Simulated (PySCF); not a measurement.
**SbCl (triplet): spin, charge, geometry and surroundings**

One physical setting of the base script is moved in each run, with the edits that it forces.

Program: PySCF 2.14.0. Level of theory: method and basis as typed in the scripts. These are calculated values, not measurements.

3 further runs of the same task are left out: 3 that didn't finish.

## (1) Where the work starts

SbCl (triplet): 2 atoms, charge 0, spin multiplicity 3.

Bond lengths: Sb1–Cl2 2.335 Å.

## (2) The run that the others are compared with

Contents of input.py:

```python
from pyscf import gto, dft
from pyscf.geomopt.geometric_solver import optimize

mol = gto.M(
    atom='Sb 0 0 0; Cl 0 0 2.335',
    basis='sbkjc',
    ecp={'Sb': 'sbkjc', 'Cl': 'sbkjc'},
    charge=0,
    spin=2,
    symmetry=True,
    verbose=4,
)
mf = dft.ROKS(mol, xc='mn15l')
mf.kernel()
g = mf.nuc_grad_method()
g.grid_response = True
mol_eq = optimize(g.as_scanner(), maxsteps=30)
print('optimised geometry (angstrom)')
print(mol_eq.tostring('raw'))
print('orbital energies (hartree):', mf.mo_energy[..., max(0, mol.nelec[1]-3):mol.nelec[0]+3].round(4))
```

Command:

```sh
$ python input.py
```

The log of this run is left out.

Base result: at the starting geometry E(SCF) = -20.256864 Eh, 9 cycles, optimised bond 2.470 Å in 4 steps; the optimisation lowers the energy by 0.112 eV.

The triplet is typed in the script; nothing here shows that it is the ground state.

## (3) Bond 2.498 Å

Run 1 changes bond length: 2.335 Å → 2.498 Å.

Contents of input.py:

```python
from pyscf import gto, dft
from pyscf.geomopt.geometric_solver import optimize

mol = gto.M(
    atom='Sb 0 0 0; Cl 0 0 2.498',
    basis='sbkjc',
    ecp={'Sb': 'sbkjc', 'Cl': 'sbkjc'},
    charge=0,
    spin=2,
    symmetry=True,
    verbose=4,
)
mf = dft.ROKS(mol, xc='mn15l')
mf.kernel()
g = mf.nuc_grad_method()
g.grid_response = True
mol_eq = optimize(g.as_scanner(), maxsteps=30)
print('optimised geometry (angstrom)')
print(mol_eq.tostring('raw'))
print('orbital energies (hartree):', mf.mo_energy[..., max(0, mol.nelec[1]-3):mol.nelec[0]+3].round(4))
```

Command:

```sh
$ python input.py
```

## (4) Bond 1.868 Å

Run 2 changes bond length: 2.335 Å → 1.868 Å.

Edit input.py of step 2 so:

```diff
@@ -4,3 +4,3 @@
 mol = gto.M(
-    atom='Sb 0 0 0; Cl 0 0 2.335',
+    atom='Sb 0 0 0; Cl 0 0 1.868',
     basis='sbkjc',
```

## (5) Bond 2.265 Å

Run 3 changes bond length: 2.335 Å → 2.265 Å.

Edit input.py of step 2 so:

```diff
@@ -4,3 +4,3 @@
 mol = gto.M(
-    atom='Sb 0 0 0; Cl 0 0 2.335',
+    atom='Sb 0 0 0; Cl 0 0 2.265',
     basis='sbkjc',
```

## (6) Bond 2.055 Å

Run 4 changes bond length: 2.335 Å → 2.055 Å.

Edit input.py of step 2 so:

```diff
@@ -4,3 +4,3 @@
 mol = gto.M(
-    atom='Sb 0 0 0; Cl 0 0 2.335',
+    atom='Sb 0 0 0; Cl 0 0 2.055',
     basis='sbkjc',
```

## (7) Bond 3.502 Å

Run 5 changes bond length: 2.335 Å → 3.502 Å.

Edit input.py of step 2 so:

```diff
@@ -4,3 +4,3 @@
 mol = gto.M(
-    atom='Sb 0 0 0; Cl 0 0 2.335',
+    atom='Sb 0 0 0; Cl 0 0 3.502',
     basis='sbkjc',
```

## (8) Lengths in bohr

Run 6 changes length unit: angstrom → bohr; bond length: 2.335 Å → 2.335 bohr.

Edit input.py of step 2 so:

```diff
@@ -9,2 +9,3 @@
     spin=2,
+    unit='bohr',
     symmetry=True,
```

Q: Predict the outcome of this session. Wanted: for each run, E(SCF); from base; after the SCF.

The runs gave:

```tsv
run	E(SCF) (hartree)	from base (eV)	cycles	after the SCF
base	-20.256864	0	9	bond 2.470 Å, -0.112 eV
bond 2.498 Å	-20.260834	-0.1080	9	bond 2.470 Å, -0.004 eV
bond 1.868 Å	-20.092802	+4.4644	8	bond 2.470 Å, -4.576 eV
bond 2.265 Å	-20.250502	+0.1731	9	bond 2.470 Å, -0.285 eV
bond 2.055 Å	-20.202090	+1.4905	8	bond 2.470 Å, -1.602 eV
bond 3.502 Å	-20.198646	+1.5842	12	bond 2.470 Å, -1.696 eV
lengths in bohr (poor choice)	-17.967627	not comparable	7	bond 2.470 Å, -62.405 eV
```

SCF columns refer to the geometry typed in the script.

What this shows: The largest comparable shift of the SCF energy, +4.464 eV, comes with the run “bond 1.868 Å”. Rows marked «poor choice» come from settings spoiled on purpose.
